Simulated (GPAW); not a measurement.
PmS:

```
CELL_PARAMETERS angstrom
3.75513 0.00000 0.00000
-1.87757 3.25204 0.00000
0.00000 0.00000 3.66483
ATOMIC_POSITIONS crystal
Pm 0.00000 0.00000 0.00000
S 0.66667 0.33333 0.50000
```

The cell comes from a database or a generator and needn't be the stable form of this composition.

Base run:

| Quantity | Value |
| --- | --- |
| Program | GPAW 26.7.0 |
| Functional | r2SCAN |
| Potentials or basis | GPAW PAW data sets (gpaw-data 1.2.1) |
| Cutoff | 800 eV |
| Basis | pw |
| k mesh | 6 × 6 × 5 |
| Occupations | gaussian, width 0.05 eV |
| Spin | collinear spin, ferromagnetic start |
| Starting moments | [4.0, 0.0] μB |
| Hubbard terms | Pm f U = 4 eV |

Its results: band gap on the k mesh none (metal or under the smearing width); pressure 13.3 GPa.

Task: The run is repeated on the same cell with these changes: spin from collinear spin, ferromagnetic start to no spin polarisation; hubbard terms from Pm f U = 4 eV to Pm f U = 7 eV. What comes out?

Result: Band gap on the k mesh none (metal or under the smearing width); pressure 4.4 GPa.

Several settings changed at once, so the effect can't be laid on one alone.

Caveats: one-centre terms of the f shell are cut off; the PAW data sets were made with another functional, which shifts forces and pressure a little; the magnetic or orbital state may not be the lowest (some runs); spin-orbit coupling is left out, which moves the levels of the heavy elements (some runs); U without spin polarisation on a metal has little footing (some runs).
